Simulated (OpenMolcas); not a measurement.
# Ir⁵⁺ among point charges: CASSCF and CASPT2 levels and susceptibility

Aim: the splitting of the states of Ir⁵⁺ in the field of 6 point charges, its lowest levels with spin-orbit coupling and its magnetic susceptibility.

Program: OpenMolcas 26.06. Level of theory: state-averaged CASSCF and CASPT2, spin-orbit coupling by RASSI with atomic mean-field integrals. These are calculated values, not measurements, unless marked.

## (1) The system

```
Species                           : Ir⁵⁺ (iridium, Z = 77, 72 electrons)
Basis                             : ANO-RCC-VDZP [7s6p4d2f], 59 functions
Scalar Hamiltonian                : DKH2, point nucleus
Inactive shells                   : 1s 2s 2p 3s 3p 3d 4s 4p 4d 4f 5s 5p
Active space                      : 4 electrons in 5 orbitals (5d)
Some configurations of this space : 5d4
Orbitals                          : optimised for each spin and parity, averaged over all roots
```

The outer shells:

5d4
```
5d [↑ ][↑ ][↑ ][↑ ][  ]
```

The ion sits among 6 point charges of -1.7 e arranged as an octahedron (Oh), 2.19 Å from the ion.

The work runs as a chain of OpenMolcas steps in one folder; each step below is one input file. Labels, J, g values, rates, χT and fits are worked out afterwards by a script from the matrices that RASSI stores. The input lists half of the charges; inversion (Group=XYZ) makes the rest.

## (2) One- and two-electron integrals

Contents of a.inp:

```
&GATEWAY
Coord
1

Ir 0.0 0.0 0.0
Basis=ANO-RCC-VDZP
Group=XYZ
NoMove
AngMom=0.0 0.0 0.0
AMFI
XField
3 Angstrom 0
2.190000 0.000000 0.000000 -1.700000
0.000000 2.190000 0.000000 -1.700000
0.000000 0.000000 2.190000 -1.700000
&SEWARD
```

## (3) Reference wave functions, quintets of even parity, 5 roots

Contents of a.inp:

```
&RASSCF
FileOrb=start.orb
Symmetry=1
Spin=5
nActEl=4 0 0
Inactive=15 19
Ras2=5 0
CIRoot=5 5 1
SDav=5
CIMx=300
Iter=120 100
PrWF=0.3
OrbListing=Nothing
MaxOrb=0
>>> COPY $Project.JobIph JOB001
```

start.orb holds the contracted functions of the basis, ordered by shell, or the orbitals of the step before.

## (4) CASSCF: triplets of even parity, 45 roots

Contents of a.inp:

```
&RASSCF
FileOrb=start.orb
Symmetry=1
Spin=3
nActEl=4 0 0
Inactive=15 19
Ras2=5 0
CIRoot=45 45 1
SDav=45
CIMx=300
Iter=120 100
PrWF=0.3
OrbListing=Nothing
MaxOrb=0
>>> COPY $Project.JobIph JOB002
```

## (5) CASSCF: singlets of even parity, 50 roots

Contents of a.inp:

```
&RASSCF
FileOrb=start.orb
Symmetry=1
Spin=1
nActEl=4 0 0
Inactive=15 19
Ras2=5 0
CIRoot=50 50 1
SDav=50
CIMx=300
Iter=120 100
PrWF=0.3
OrbListing=Nothing
MaxOrb=0
>>> COPY $Project.JobIph JOB003
```

## (6) RASSI: spin-orbit coupling between the states

Contents of a.inp:

```
&RASSI
NrOfJobIphs=3 5 45 50
1 2 3 4 5
1 2 3 4 5 6 7 8 9 10 11 12 13 14 15 16 17 18 19 20 21 22 23 24 25 26 27
28 29 30 31 32 33 34 35 36 37 38 39 40 41 42 43 44 45
1 2 3 4 5 6 7 8 9 10 11 12 13 14 15 16 17 18 19 20 21 22 23 24 25 26 27
28 29 30 31 32 33 34 35 36 37 38 39 40 41 42 43 44 45 46 47 48 49 50
IphNames
JOB001
JOB002
JOB003
EJob
SpinOrbit
DIPRint=1.0
SOCoupling=1000.0
Subsets=2
Property=9
'ANGMOM' 1 'ANGMOM' 2 'ANGMOM' 3 'MLTPL  1' 1 'MLTPL  1' 2 'MLTPL  1' 3
'AMFI' 1 'AMFI' 2 'AMFI' 3
SOProperty=3
'ANGMOM' 1 'ANGMOM' 2 'ANGMOM' 3
```

## (7) CASPT2: IPEA 0.25, imaginary shift 0.1 (closed shells correlated: 5s 5p)

Contents of a.inp:

```
>>> COPY JOB001 $Project.JobIph
&CASPT2
Multistate=5 1 2 3 4 5
NoMult
Frozen=14 16
IPEA=0.25
Imaginary=0.1
MaxIter=60
WThr=0.0 0.3 0.05
PrWF=0.5
NoMix
>>> COPY JOB002 $Project.JobIph
&CASPT2
Multistate=45 1 2 3 4 5 6 7 8 9 10 11 12 13 14 15 16 17 18 19 20 21 22
23 24 25 26 27 28 29 30 31 32 33 34 35 36 37 38 39 40 41 42 43 44 45
NoMult
Frozen=14 16
IPEA=0.25
Imaginary=0.1
MaxIter=60
WThr=0.0 0.3 0.05
PrWF=0.5
NoMix
>>> COPY JOB003 $Project.JobIph
&CASPT2
Multistate=50 1 2 3 4 5 6 7 8 9 10 11 12 13 14 15 16 17 18 19 20 21 22
23 24 25 26 27 28 29 30 31 32 33 34 35 36 37 38 39 40 41 42 43 44 45 46
47 48 49 50
NoMult
Frozen=14 16
IPEA=0.25
Imaginary=0.1
MaxIter=60
WThr=0.0 0.3 0.05
PrWF=0.5
NoMix
```

(Steps that only read results are left out.)

Before running it: what results should come out? Wanted: spin-free ground state; first state of the same spin within the active space; lowest level; next level.

The runs gave:

| quantity | value |
| --- | --- |
| method | SS-CASPT2, IPEA 0.25, imaginary shift 0.1 (closed shells correlated: 5s 5p) |
| spin-free ground state | 5E, 2-fold in its orbital part |
| first state of the same spin within the active space | 5T2 at 4490 cm⁻¹ |
| lowest level | 1-fold A1 |
| next level | 5850.0 cm⁻¹ |
| χT at 300 K | 0.04 cm³ K/mol |
| effective moment at 300 K | 0.60 μB |

Cost by method:

```csv
method,time of its own steps,time with the reference
A. CASSCF,25 s,25 s
"B. SS-CASPT2, IPEA 0.25, imaginary shift 0.1, +5s 5p",7.9 s,33 s
```

Times are of one thread on a shared host.

What this shows: The spin-free ground state (5E) comes to 100 % from free-ion D terms and keeps the highest spin of the shell. χT at 300 K is 0.04, against 3.01 cm³ K/mol for the spin alone, so spin-orbit coupling lowers it. An active space of the d shell alone favours high spin; real ions in strong fields can be low spin. A ligand-field fit to the states below 45000 cm-1 gives 10Dq = 4493 cm-1, B = 781 cm-1 and C = 3751 cm-1 (C/B = 4.81), with a deviation of 359 cm-1. CASPT2 does not keep the components of a term degenerate, and the means are used. An orbital doublet at a regular site is open to a Jahn-Teller distortion, which this geometry leaves out. The field of point charges can differ much from that of real complexes. With metal d orbitals alone active, the gaps between spin states are rough; where two lie within a few thousand cm-1, their order is open. This is an electrostatic model: the charges have no orbitals.
